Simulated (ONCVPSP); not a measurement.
**Pb: generating and testing an ONCV potential**

Aim: build the potential from the settings below, then test how well it stands in for the atom: other configurations, scattering, ghost states and the plane-wave cutoff that it needs.

Program: ONCVPSP 4.0.1.1 (patched build). Reference atom: PBE, scalar-relativistic, spherical and spin-unpolarised. All values are calculated.

## 1. The atom and the settings

The settings as typed:

```
element                 : lead (Pb, Z = 82)
type                    : optimised norm-conserving Vanderbilt (ONCV)
frozen core             : [Xe] 4f14 5d10
valence charge          : 4
reference configuration : 6s2 6p1.75 (charge +0.25)
partial waves           : 6s: rc 2.10 bohr, ncon 3, nbas 7, qcut 3.1 1/bohr, 2 projectors, debl 2.4 Ha; 6p: rc 1.90 bohr, ncon 4, nbas 9, qcut 3.8 1/bohr, 1 projector; d scattering state at 0.33 Ha: rc 2.25 bohr, ncon 3, nbas 7, qcut 3.6 1/bohr, 2 projectors, debl 0.7 Ha
local potential         : polynomial inside 1.20 bohr (lpopt 2, dvloc0 4 Ha)
core correction         : not asked for
```

An earlier all-electron run gives the scale for the radii.

All-electron outer shells of the reference configuration (PBE, scalar-relativistic, ld1.x):

| shell | level (eV) | outermost node (bohr) | outermost maximum (bohr) |
| --- | --- | --- | --- |
| 5p | -87.60 | 0.49 | 0.88 |
| 5d | -22.94 | 0.52 | 1.07 |
| 6s | -13.71 | 1.01 | 1.95 |
| 6p | -4.97 | 1.18 | 2.63 |

## 2. The generation run

Pb.dat

```
# ATOM AND REFERENCE CONFIGURATION
# atsym  z   nc   nv     iexc    psfile
  Pb 82.00   13    2        4      upf
#
#   n    l    f
    1    0    2.00
    2    0    2.00
    2    1    6.00
    3    0    2.00
    3    1    6.00
    3    2   10.00
    4    0    2.00
    4    1    6.00
    4    2   10.00
    4    3   14.00
    5    0    2.00
    5    1    6.00
    5    2   10.00
    6    0    2.00
    6    1    1.75
#
# PSEUDOPOTENTIAL AND OPTIMIZATION
# lmax
    2
#
#   l,   rc,      ep,       ncon, nbas, qcut
    0    2.10    0.00    3    7    3.10
    1    1.90    0.00    4    9    3.80
    2    2.25    0.33    3    7    3.60
#
# LOCAL POTENTIAL
# lloc, lpopt,  rc(5),   dvloc0
    4    2    1.20    4.00
#
# VANDERBILT-KLEINMAN-BYLANDER PROJECTORs
# l, nproj, debl
    0    2    2.40
    1    1    0.80
    2    2    0.70
#
# MODEL CORE CHARGE
# icmod, fcfact, rcfact
    0    0.00    0.00
#
# LOG DERIVATIVE ANALYSIS
# epsh1, epsh2, depsh
   -2.00    5.00    0.02
#
# OUTPUT GRID
# rlmax, drl
    6.00    0.01
#
# TEST CONFIGURATIONS
# ncnf
    4
# nvcnf
#   n    l    f
    2
    6    0    2.00
    6    1    2.00
#
    2
    6    0    2.00
    6    1    1.00
#
    2
    6    0    2.00
    6    1    0.00
#
    2
    6    0    0.00
    6    1    4.00
#
```

Launch:

```console
$ oncvpsp.x < Pb.dat > Pb.out
```

Before running it: what results should come out? Wanted: cutoffs for 1 and 0.1 mHa per electron, occupied waves; bound ghosts; GHOST(+) flags; largest test error; largest phase difference near zero energy, channels read.

The runs gave:

| quantity | value |
| --- | --- |
| cutoffs for 1 and 0.1 mHa per electron, occupied waves | 21 Ha and 72 Ha |
| bound ghosts | d at -18.54 eV |
| GHOST(+) flags | s at 53 eV |
| largest test error (AE − PS) | +125 meV, for 6s0 6p4 |
| largest phase difference near zero energy, channels read | 0.311 rad |

It has a bound ghost (d), a state that the atom doesn't have, and that rules the file out. The worst unpolarised test, 6s0 6p4, is off by 125 meV on 16.8 eV; by total energies transferability rates as poor. It counts as of middling hardness, with 21 Ha needed at the looser tolerance. The tighter tolerance needs 72 Ha, and converged work needs a cutoff nearer that. At the looser tolerance the 6p wave is the slowest; 6s needs 10 Ha. That counts occupied waves only; other projectors can need more. Near zero energy the largest phase difference among the channels read is 0.31 rad, in the p channel. The pseudo curves have a pole with no partner nearby in the atom's: p at 0.58 Ha. At positive energy that is a spurious or a displaced resonance. The program also flags highly localised states, GHOST(+) (s).
